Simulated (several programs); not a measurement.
Many methods on one cell: K2ICl (ordering on rocksalt)

An ordered 4-atom cell of K2ICl on the rocksalt lattice (R-3m), relaxed with r2SCAN in Ansatz, was computed with several methods. Space group R-3m (No. 166), trigonal; conventional cell a = 4.715 Å, c = 23.291 Å, 37.37 Å³ an atom. Cl has 6 K at 3.21 Å; I has 6 K at 3.48 Å; K has 3 Cl at 3.21 Å and 3 I at 3.48 Å. Values at 0 K without nuclear motion; spin polarisation is off, and the phase may be a hypothetical one.

Space group R-3m:H (No. 166). a = 4.715 Å, b = 4.715 Å, c = 23.291 Å, α = 90.00°, β = 90.00°, γ = 120.00°

| atom | site | symmetry | x | y | z |
| --- | --- | --- | --- | --- | --- |
| Cl | 3a | -3m | 0.0000 | 0.0000 | 0.0000 |
| I | 3b | -3m | 0.6667 | 0.3333 | 0.8333 |
| K | 6c | 3m | 0.3333 | 0.6667 | 0.9266 |

Gaps and times are for a single point on this cell; volume and bulk modulus come from each method's own relaxation or energy curve at fixed shape, which is too stiff where a cell has free coordinates or axes. Times are rough, from shared hosts (Arm Neoverse V1), and each method has its own mesh and cell size. A dagger marks a closed or tiny gap in a crystal that DFT finds insulating: a failure of the method or a wrong SCF state. A double dagger marks a value from a curve with shape and coordinates held. PM6 (MOPAC), PM7 (MOPAC), GFN1-xTB (tblite), GFN2-xTB (tblite) treat a cluster of cells at its zone centre, which samples few k points: where these miss a band edge, the gap comes out too large for that reason alone. Gaps from k meshes are read at a limited set of points (mesh, symmetry points, PBE's band edges), so each method's own least gap may be somewhat smaller. Force fields have no electrons; where one was fitted to this phase, its volume and modulus reflect the fit. xTB and the PM methods were fitted mostly to molecules, and can miss a solid's gap by electronvolts. Minimal bases can be far off for gaps. Times of the plane-wave rungs are withheld (a dash), since they come from other jobs, hosts and meshes; the meshes of hybrids and Hartree-Fock don't converge their gaps to the digits shown. GLLB-SC's gap includes the derivative discontinuity. G0W0 is at finite bands, cutoff and mesh. d marks a direct gap, i an indirect one (no mark: not told apart), a dash a value that wasn't computed or didn't pass its checks.

| method | kind | gap (eV) | own volume (Å³/atom) | bulk modulus (GPa) | atoms computed | processor time |
| --- | --- | --- | --- | --- | --- | --- |
| ffield.eim (LAMMPS) | force field | – | – | – | 4 | 0.14 s |
| light PBE (260 eV, its own mesh) | light plane-wave | 3.77 d | – | – | 4 | 1.6 s |
| GFN1-xTB (tblite) | tight binding | 0.17† | 35.89‡ | 14‡ | cluster | 2.4 s |
| PM7 (MOPAC) | semi-empirical | 11.20 | – | – | cluster | 2.6 s |
| PM6 (MOPAC) | semi-empirical | 8.20 | – | – | cluster | 2.8 s |
| GFN2-xTB (tblite) | tight binding | 2.10 | 38.84‡ | 9‡ | cluster | 3.2 s |
| PBE | semilocal | 3.81 d | 38.96 | 13‡ | 4 | – |
| r2SCAN | semilocal | 4.38 d | 37.37 | 15‡ | 4 | – |
| PBE/single zeta (GPAW) | small basis | 3.46 d | – | – | 4 | 29 s |
| PBE/SZV (CP2K) | small basis | 3.19 d | 40.14‡ | 16‡ | 4 | 55 s |
| PBE/DZVP (CP2K) | small basis | 3.76 d | 39.14‡ | 13‡ | 4 | 79 s |
| PBE+SOC | semilocal | 3.49 d | – | – | 4 | – |
| GLLB-SC (GPAW) | model potential | 7.33 | – | – | 4 | 2.9 min |
| PBE0 | hybrid | 5.52 d | – | – | 4 | – |
| HSE06 | hybrid | 4.82 d | – | – | 4 | – |
| G0W0@PBE (120 eV screening cutoff) | many-body | 6.06 | – | – | 4 | – |

Against HSE06 (4.82 eV) and with closed or daggered gaps left aside, the nearest gap at the points sampled is that of r2SCAN (-0.43 eV) and the farthest that of PM7 (MOPAC) (+6.39 eV). HSE06 is only a yardstick of convenience: for gaps this wide it usually falls short of measured ones, so a larger value can be the better one.

Volumes against r2SCAN's: PBE +4.3 %.

Only the rows marked +SOC include spin-orbit coupling.
